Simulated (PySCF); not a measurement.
# C6H9PS: the cost of one run

Programs: PySCF 2.14.0, with routines of our own; each step states its level. All values are computed. Atoms count from 0.

## Step 1: The system as given

17 atoms, charge 0, multiplicity 1; geometry from: GFN2-xTB.

## Step 2: Magnetic properties: GIAO KT3/pcSseg-1

What the job is given:

```
{"job": {"kind": "mag", "xc": "KT3", "basis": "pcSseg-1", "isotopologues": 2}, "charge": 0, "multiplicity": 1}
C      2.590354    -0.399881     0.550466
C      1.228113     0.095171     0.210443
C      0.895437     1.377493    -0.026311
P     -0.878367     1.498323    -0.325361
S     -1.976323     2.611409     0.809862
C     -1.075267    -0.313874    -0.205706
C     -2.385275    -0.993635    -0.373525
C      0.115859    -0.845169     0.105739
H      2.915707    -1.130631    -0.189328
H      3.308142     0.415302     0.581716
H      2.573645    -0.895482     1.520740
H      1.560861     2.222185     0.022178
H     -0.986382     1.742572    -1.702439
H     -2.362439    -1.998562     0.043290
H     -2.644386    -1.061847    -1.431228
H     -3.165734    -0.413516     0.120011
H      0.279057    -1.897829     0.279543
```

Method: GIAO KT3/pcSseg-1 magnetisability, rotational g tensor and spin-rotation constants, non-relativistic, gas phase.

Run with:

```bash
> OMP_NUM_THREADS=1 python excited_run.py task.json out
```

The driver reads the jobs from task.json and runs them one after another.

**Question.** How long does this first job take on 1 thread of Arm Neoverse N1, shared host, and how much memory does it need?

About 96 s, with a peak of 0.7 GiB.
